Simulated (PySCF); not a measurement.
# C5H4BrF: the cost of one run

Computed with PySCF 2.14.0 and routines of our own; the level stands in each step. Atoms count from 0.

## Step 1: The starting structure

11 atoms, charge 0, multiplicity 3; geometry from: GFN2-xTB.

## Step 2: Open-shell or spin-flip excitations: unrestricted TDA PBE0/def2-SVPD

The job: settings as JSON, then the geometry in Å.

```
{"job": {"kind": "uabs", "xc": "PBE0", "basis": "def2-SVPD", "nstates": 10, "tda": true}, "charge": 0, "multiplicity": 3}
F     -0.431225     2.349421     0.003867
C     -0.183563     1.080948    -0.366666
C      1.151537     0.495264    -0.184277
Br     2.742230     1.422708    -0.468057
C      1.003006    -0.814579     0.200965
C     -0.359360    -1.132210     0.279569
C     -1.219894     0.021328    -0.146171
H      1.808564    -1.492350     0.414657
H     -0.761305    -2.040238     0.686168
H     -1.788961    -0.203236    -1.061011
H     -1.955604     0.315613     0.614993
```

With the program's defaults for keys left out, this is: unrestricted TDA PBE0/def2-SVPD, vertical, gas phase, core orbitals frozen in the response.

The run is started by

```
$ OMP_NUM_THREADS=1 python excited_run.py task.json out
```

This one command runs all jobs of the session in turn.

Q: Estimate the wall time and peak memory of this first job on 1 thread of Intel Xeon at 2.70GHz, shared host.

About 1.7 min, with a peak of 0.69 GiB.
